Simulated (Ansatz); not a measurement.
**CHISi (SMILES C#[Si]I): functionals against CCSD(T) at one geometry**

One table from this session's results is given with a row withheld; the runs are named, their logs left out.

The runs use Ansatz 0.2.0, Gaussian basis; single points in def2-TZVPP.

Cores are frozen in the correlated methods. Filled d shells of the heavier atoms are correlated. Core potentials replace the inner electrons past krypton, and spin-orbit coupling is left out. B3LYP uses VWN-RPA correlation.

**Where the work starts**

SMILES `C#[Si]I`, 4 atoms, charge 0, spin multiplicity 1.

Atoms are counted from 1 here; the program's logs count them from 0.

Bond lengths: C1–Si2 1.629 Å, C1–H4 1.052 Å, Si2–I3 2.459 Å. Angles: Si2–C1–H4 126.4°, C1–Si2–I3 167.2°.

Coordinates:

```xyz
4

C    -0.12700    1.07390   -0.63800
Si    0.14780   -0.28620    0.21490
I     1.07700   -2.27390    1.32470
H    -1.06600    1.46120   -0.91080
```

The first run:

run/in.yaml

```yaml
crystal:
  periodic: [false, false, false]
  atoms:
    - {symbol: C, position_ang: [-0.127000, 1.073900, -0.638000]}
    - {symbol: Si, position_ang: [0.147800, -0.286200, 0.214900]}
    - {symbol: I, position_ang: [1.077000, -2.273900, 1.324700]}
    - {symbol: H, position_ang: [-1.066000, 1.461200, -0.910800]}
basis:
  gaussian: {orbitals: def2-TZVPP}
correlation: {method: ccsd_t}
output: {forces: true}
```

No record of the launch command was kept for these runs.

Steps of the session up to this table: CCSD(T)/def2-TZVPP; PBE0-D4/def2-TZVPP; wB97M-V/def2-TZVPP; r2SCAN-D4/def2-TZVPP; PBE-D4/def2-TZVPP; B3LYP-D4/def2-TZVPP; BHLYP-D4/def2-TZVPP.

One table of the session follows, with a row left open; its other results are not shown here.

```
   method  RMS force component (eV/Å)  angle to CCSD(T) forces (°)  dipole (D)
  CCSD(T)                       0.825                    reference        2.29
  PBE0-D4                       0.723                         25.1        2.74
  wB97M-V                       0.690                         37.7        2.85
r2SCAN-D4                       0.735                         17.0        2.65
   PBE-D4                       0.811                         13.2        2.60
 B3LYP-D4                           ?                            ?           ?
 BHLYP-D4                       0.612                         42.6        2.85
```

**Question.** Estimate the row for B3LYP-D4.

**Answer.** RMS force component (eV/Å): 0.647; angle to CCSD(T) forces (°): 22.2; dipole (D): 2.69. In the column «RMS force component (eV/Å)» it lies between BHLYP-D4 (0.612) and wB97M-V (0.690).
